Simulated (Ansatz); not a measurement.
What does this script print? It uses the Python package of Ansatz (0.2.0).

`c3h6bno_energy.py`:
```python
# -*- coding: utf-8 -*-
import ansatz as az
from ase import Atoms
import numpy as np

BASIS_SET = 'def2-SVP'
FUNCTIONAL = 'pbe'

atoms = Atoms(['B', 'C', 'C', 'N', 'O', 'C', 'H', 'H', 'H', 'H', 'H', 'H'], positions=[
    [-0.1049, -1.4033, -1.8103],
    [-0.1038, -0.4654, -0.5471],
    [-0.959, -0.7042, 0.4255],
    [-1.6526, -0.929, 1.3931],
    [0.8359, 0.5737, -0.5085],
    [0.9737, 1.478, 0.6193],
    [0.6132, -1.1482, -2.7155],
    [-0.8901, -2.2303, -1.9096],
    [-1.6957, -0.3297, 2.2969],
    [1.7834, 2.1936, 0.4305],
    [0.0154, 2.0151, 0.8112],
    [1.2614, 0.8944, 1.5485],
])
mol = az.Crystal.molecule_from_ase(atoms)

setup = mol.calculation().basis(gaussian=BASIS_SET).functional(FUNCTIONAL).forces()
print(setup.to_yaml())
trace = []
result = setup.session().plan().execute(on_event=trace.append)
r = result.report
for event in trace:
    if event['event'] == 'mean_field_evaluation' and event['data']['evaluation'] <= 25:
        print('pass {evaluation:3d}  E = {energy_ev:.6f} eV  gradient {gradient_ev:.1e}'.format(**event['data']))

for key in ('converged', 'free_energy_ev', 'reference_energy_ev', 'n_frozen', 'n_occupied', 'n_virtual'):
    print(f'{key:22s} {r[key]}')

symbols = [site.symbol for site in mol.cartesian_sites]
forces = np.array(r['forces_ev_ang'])
print('largest force', round(float(np.linalg.norm(forces, axis=1).max()), 4), 'eV/A, rms', round(float(np.sqrt((forces ** 2).mean())), 4))

charges = r['charge_distribution']
dipole = np.array(charges['dipole_moment_e_ang']) * 4.803205
print('dipole (D): {:.3f} {:.3f} {:.3f}, length {:.3f}'.format(*dipole, np.linalg.norm(dipole)))
print('atom  Mulliken   Lowdin')
for symbol, m, l in zip(symbols, charges['mulliken_charges_e'], charges['lowdin_charges_e']):
    print(f'{symbol:4s} {m:9.3f} {l:8.3f}')
```

```console
$ python c3h6bno_energy.py
crystal:
  periodic: [false, false, false]
  atoms:
    - { symbol: B, position_ang: [-0.1049, -1.4033, -1.8103] }
    - { symbol: C, position_ang: [-0.1038, -0.4654, -0.5471] }
    - { symbol: C, position_ang: [-0.959, -0.7042, 0.4255] }
    - { symbol: "N", position_ang: [-1.6526, -0.929, 1.3931] }
    - { symbol: O, position_ang: [0.8359, 0.5737, -0.5085] }
    - { symbol: C, position_ang: [0.9737, 1.478, 0.6193] }
    - { symbol: H, position_ang: [0.6132, -1.1482, -2.7155] }
    - { symbol: H, position_ang: [-0.8901, -2.2303, -1.9096] }
    - { symbol: H, position_ang: [-1.6957, -0.3297, 2.2969] }
    - { symbol: H, position_ang: [1.7834, 2.1936, 0.4305] }
    - { symbol: H, position_ang: [0.0154, 2.0151, 0.8112] }
    - { symbol: H, position_ang: [1.2614, 0.8944, 1.5485] }
basis:
  gaussian:
    orbitals: def2-SVP
hamiltonian:
  xc: pbe
output:
  forces: true

pass   1  E = -7395.410465 eV  gradient 5.7e+01
pass   2  E = -7373.484400 eV  gradient 1.0e+02
pass   3  E = -7398.411242 eV  gradient 4.8e+01
pass   4  E = -7403.352936 eV  gradient 1.4e+01
pass   5  E = -7402.815241 eV  gradient 2.0e+01
pass   6  E = -7403.761154 eV  gradient 4.2e+00
pass   7  E = -7403.804234 eV  gradient 1.3e+00
pass   8  E = -7403.808284 eV  gradient 3.1e-01
pass   9  E = -7403.806033 eV  gradient 3.1e-01
pass  10  E = -7403.806267 eV  gradient 1.3e-01
pass  11  E = -7403.806307 eV  gradient 3.5e-02
pass  12  E = -7403.753203 eV  gradient 1.9e-01
pass  13  E = -7403.753272 eV  gradient 5.7e-02
pass  14  E = -7403.753270 eV  gradient 6.0e-02
pass  15  E = -7403.753281 eV  gradient 7.1e-03
pass  16  E = -7403.753281 eV  gradient 2.5e-03
pass  17  E = -7403.753281 eV  gradient 2.7e-03
pass  18  E = -7403.753281 eV  gradient 3.4e-04
pass  19  E = -7403.753281 eV  gradient 1.1e-04
pass  20  E = -7403.753281 eV  gradient 2.9e-05
pass  21  E = -7403.753281 eV  gradient 2.9e-05
pass  22  E = -7394.542626 eV  gradient 3.9e+01
pass  23  E = -7399.584497 eV  gradient 1.1e+01
pass  24  E = -7402.265976 eV  gradient 5.1e+00
pass  25  E = -7403.446384 eV  gradient 9.8e+00
converged              True
free_energy_ev         -7403.753318219929
reference_energy_ev    -7403.753318219929
n_frozen               0
n_occupied             [22, 22]
n_virtual              [92, 92]
largest force 3.6576 eV/A, rms 1.1862
dipole (D): -0.618 2.081 4.052, length 4.597
atom  Mulliken   Lowdin
B       -0.109   -0.155
C        0.003   -0.140
C        0.061   -0.026
N       -0.039    0.103
O       -0.343    0.077
C        0.105    0.092
H       -0.001   -0.008
H       -0.002   -0.021
H        0.212    0.120
H        0.059   -0.006
H        0.028   -0.021
H        0.027   -0.016
```

Reading the output:
- Total energies depend on the basis set; only differences at equal settings carry meaning.
- The geometry is a force-field or estimated start, not a minimum of this method, and the basis set is short of its limit.
- The Löwdin charges here are taken after orthogonalising the functions within each atom; they differ from plain Löwdin charges, and their signs can be unphysical.
- Early passes use coarser integrals and grids, so their energies can't be compared with the last.
- Timing: 4.8 s on 1 thread of Arm Neoverse V1, with other jobs on the host, peak memory 0.21 GiB.
